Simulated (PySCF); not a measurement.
# MnMe2 (C2H6Mn) radical: electronic structure in real space

For MnMe2 (C2H6Mn) radical, the scripts below analyse its density (charges, bond critical points, surface potential).

Method: levels as typed in each script, gas phase, geometry from GFN2-xTB; program: PySCF 2.14.0.

1 further run of the same task is left out (it didn't finish).

## 1. Where the work starts

9 atoms, charge 0, spin multiplicity 2.

Bond lengths: Mn1–C2 1.925 Å, Mn1–C6 1.926 Å, C2–H3 1.086 Å, C2–H4 1.128 Å, C2–H5 1.129 Å, C6–H7 1.086 Å, C6–H8 1.128 Å, C6–H9 1.129 Å. Angles: C2–Mn1–C6 92.7°, Mn1–C2–H3 143.9°, Mn1–C2–H4 93.5°, Mn1–C2–H5 92.2°, H3–C2–H4 107.4°, H3–C2–H5 107.4°, H4–C2–H5 109.5°, Mn1–C6–H7 143.8°, Mn1–C6–H8 93.5°, Mn1–C6–H9 92.2°, H7–C6–H8 107.4°, H7–C6–H9 107.4°, H8–C6–H9 109.5°.

As a file:

```xyz
9

Mn    0.0004    0.5662    0.0000
C     1.3923   -0.7638    0.0003
H     1.5845   -1.8326   -0.0243
H     1.8783   -0.3550    0.9323
H     1.8838   -0.3116   -0.9105
C    -1.3934   -0.7629   -0.0003
H    -1.5862   -1.8315    0.0243
H    -1.8791   -0.3538   -0.9323
H    -1.8845   -0.3104    0.9105
```

## 2. Density, bond paths and surface potential (BP86/def2-svpd)

Input file input.py:

```python
import numpy as np
from pyscf import gto, scf, dft
from pyscf.scf import atom_ks, atom_hf
from scipy.linalg import block_diag

def solve(mol, dm0=None, hcore=None):
    mf = (dft.UKS if mol.spin else dft.RKS)(mol, xc='bp86')
    mf.grids.level = 3
    mf = mf.density_fit(auxbasis='def2-universal-jkfit')
    mf.conv_tol, mf.max_cycle = 1e-8, 80
    if hcore is not None:
        mf.get_hcore = lambda *args: hcore
    mf.kernel(dm0)
    if not mf.converged:
        mf = mf.newton().run(mf.mo_coeff, mf.mo_occ, max_cycle=30)
    assert mf.converged, 'SCF not converged'
    return mf

mol = gto.M(atom='''
Mn     0.00038     0.56618     0.00000
C      1.39232    -0.76376     0.00029
H      1.58446    -1.83256    -0.02427
H      1.87834    -0.35505     0.93225
H      1.88377    -0.31159    -0.91046
C     -1.39337    -0.76285    -0.00029
H     -1.58621    -1.83152     0.02427
H     -1.87912    -0.35382    -0.93226
H     -1.88452    -0.31035     0.91046
''', basis='def2-svpd', charge=0, spin=1, verbose=4)
mf = solve(mol)
mf.analyze()
# spherically averaged free atoms, for the promolecule
atm = atom_ks.get_atm_nrks(mol, xc='bp86')
pro = block_diag(*[(atm[a[0]][2] * atm[a[0]][3]) @ atm[a[0]][2].T for a in mol._atom])
np.savez('result.npz', e=mf.e_tot, c=mf.mo_coeff, occ=mf.mo_occ, eps=mf.mo_energy, pro=pro, dip=mf.dip_moment(verbose=0), s2=mf.spin_square()[0])
```

Launch:

```sh
$ OMP_NUM_THREADS=1 python input.py
```

**Question.** What will these runs give? Wanted: dipole moment; HOMO, LUMO.

As calculated:

| quantity | value |
| --- | --- |
| dipole moment (BP86/def2-svpd) | 1.24 D |
| HOMO, LUMO (BP86/def2-svpd) | -3.63, -3.22 eV |

At BP86/def2-svpd: The highest Hirshfeld charge is on Mn1 (+0.40 e), the lowest on C2 and C6 (−0.25 e). The geometry was not optimised at these levels.
